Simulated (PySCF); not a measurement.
# MnO: from the state search to spectroscopic constants

Aim: find the lowest electronic state of MnO, scan its bond at several levels of theory, and get bond length, wavenumber and dissociation energy from each curve.

Program: PySCF 2.14.0. Level of theory: Mn x2c-TZVPPall, O x2c-TZVPPall, spin-free X2C with a Gaussian nucleus. These are calculated values, not measurements.

## Step 1: Set-up

A driver script around PySCF takes these settings:

| Item | Value |
| --- | --- |
| atoms | Mn, O |
| charge | 0 |
| basis | Mn x2c-TZVPPall, O x2c-TZVPPall |
| Hamiltonian | spin-free X2C with a Gaussian nucleus |
| basis functions | 95 |
| electrons treated | 33 |
| masses in u | 54.9380, 15.9949 |
| levels | PBE0, PBE, r²SCAN, r²SCANh, MN15, M06-L, r²SCAN0, HSE06, HF, MP2, SCS-MP2 |
| grid | 80 radial by 434 angular points |
| occupations | held fixed by the projection of orbital angular momentum |
| dissociation limit | Mn + O, each in its ground configuration |
| starting distance in angstrom | 1.720 |
| values of 2S to try | 1, 3, 5, 7, 9 |

Run with:

```bash
> OMP_NUM_THREADS=1 python dia.py task.json out
```

Further steps of the session: First curve: PBE0; Higher solutions at PBE0; PBE; r²SCAN; r²SCANh (hybrid meta-GGA); MN15; M06-L (meta-GGA); r²SCAN0 (hybrid meta-GGA); HSE06; ROHF.

Q: Predict the outcome of this session. Wanted: for each run, Re; ωe; De; μ.

The runs gave:

Lowest PBE0 solution found, without spin–orbit coupling: ⁶Σ⁺ (sextet), unpaired electrons σ ↑, π ↑↑, δ ↑↑. State 2 has its PBE0 minimum 1.02 eV higher, as a spin-mixed determinant (⟨S²⟩ = 9.60), so this is no gap between pure states. State 3 has its PBE0 minimum 1.33 eV higher, as a spin-mixed determinant (⟨S²⟩ = 5.04), so this is no gap between pure states. State 4 has its PBE0 minimum 1.28 eV higher. The other levels ran on the lowest alone.

```csv
level,Re (Å),ωe (cm⁻¹),De (eV),μ (D)
ROHF,1.719,772,-0.85,-9.03
PBE,1.618,922,5.42,-4.11
r²SCAN,1.612,929,4.86,-4.34
r²SCANh,1.615,903,4.34,-4.59
PBE0,1.619,882,3.98,-4.88
r²SCAN0,1.629,822,3.63,-4.84
HSE06,1.621,879,3.99,-4.84
MN15,1.608,932,4.01,-5.16
```

De is counted to Mn + O in their ground configurations. A positive dipole means Mn(−)O(+). No constants: ROHF-MP2 (the points don't follow one smooth fit); ROHF-SCS-MP2 (the points don't follow one smooth fit); M06-L (the points don't follow one smooth fit).

The methods spread over 0.111 Å in bond length, from MN15 to ROHF. Of the levels with a De here, ROHF gives the least (-0.85 eV) and PBE the most (5.42 eV).

Correlated steps freeze 6 core orbitals. A negative De means that the minimum lies above the separated atoms at that level. With d or f electrons several states lie close, and the lowest PBE0 determinant need not be the measured ground state. At some levels the lowest empty orbital lies below the highest filled one (the two can be of opposite spin).
